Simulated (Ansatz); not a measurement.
Geometry optimisation, DFT PBEsol, scalar-relativistic, plane waves, PAW (Ansatz 0.2.0).

The input (input.yaml):

```yaml
crystal:
  lattice:
    - [0.0, 5.43, 5.43]
    - [5.43, 0.0, 5.43]
    - [5.43, 5.43, 0.0]
  atoms:
    - { symbol: Si, position: [0.0, 0.0, 0.0] }
    - { symbol: Si, position: [0.125, 0.125, 0.125] }
    - { symbol: Si, position: [0.0, 0.0, 0.5] }
    - { symbol: Si, position: [0.125, 0.125, 0.625] }
    - { symbol: Si, position: [0.0, 0.5, 0.0] }
    - { symbol: Si, position: [0.125, 0.625, 0.125] }
    - { symbol: Si, position: [0.0, 0.5, 0.5] }
    - { symbol: Si, position: [0.125, 0.625, 0.625] }
    - { symbol: Si, position: [0.5, 0.0, 0.0] }
    - { symbol: Si, position: [0.625, 0.125, 0.125] }
    - { symbol: Si, position: [0.5, 0.0, 0.5] }
    - { symbol: Si, position: [0.625, 0.125, 0.625] }
    - { symbol: Si, position: [0.5, 0.5, 0.0] }
    - { symbol: Si, position: [0.625, 0.625, 0.125] }
    - { symbol: Si, position: [0.5, 0.5, 0.5] }
    - { symbol: Si, position: [0.625, 0.625, 0.625] }
    - { symbol: Cu, position: [0.82174665, 0.55518998, 0.81004101] }
total_charge: 1
basis:
  ecutwfc: 420.0
kpoints:
  mp_grid: { grid: [2, 2, 2] }
hamiltonian:
  xc: pbesol
  pseudopotentials: { kind: paw, azcp: { folder: soft_1 } }
scf:
  occupations: { method: gaussian, width: 0.02 }
  lower_state_search: "off"
relax:
  f_tol: 0.03
  max_steps: 60
  adjacent_minimum: "off"
```

Command:

```bash
$ ansatz run input.yaml --threads 1 --pin off --max-ram 3072MiB --backend cpu --events-out ev --progress --plain --runs-dir out
```

Question: Where does it end, and by what steps?

Answer: The run converged. Limits of this set-up: PAW files made for another functional, a small cell, in which the defect meets its images, charged cell in a uniform background, uncorrected. After 4 steps the energy has fallen by 0.573 eV; Si6 moved furthest, 0.25 Å.

```tsv
step	energy less start (eV)	largest force component (eV/Å)	accepted
0	0.0000	1.890	yes
1	-0.4387	0.794	yes
2	-0.5663	0.120	yes
3	-0.5726	0.034	yes
4	-0.5731	0.002	yes
```

```xyz
17
Lattice="0.0000 5.4300 5.4300 5.4300 0.0000 5.4300 5.4300 5.4300 0.0000" Properties=species:S:1:pos:R:3
Si 0.132 -0.133 0.136
Si 1.406 1.373 1.410
Si 2.662 2.767 0.013
Si 4.056 4.023 1.409
Si 2.770 0.076 2.774
Si 4.215 1.214 4.219
Si 5.353 2.659 2.774
Si 6.728 4.131 4.146
Si 0.009 2.767 2.666
Si 1.406 4.023 4.060
Si 2.662 5.420 2.665
Si 3.938 6.921 3.942
Si 2.770 2.659 5.357
Si 4.142 4.131 6.732
Si 5.284 5.575 5.288
Si 6.728 6.717 6.732
Cu 7.452 8.838 7.455
```

Whether the end is a true minimum wasn't checked by a vibrational analysis.

Run time: 33 s on 1 thread of Arm Neoverse V2 (shared host), peak memory 0.55 GiB.
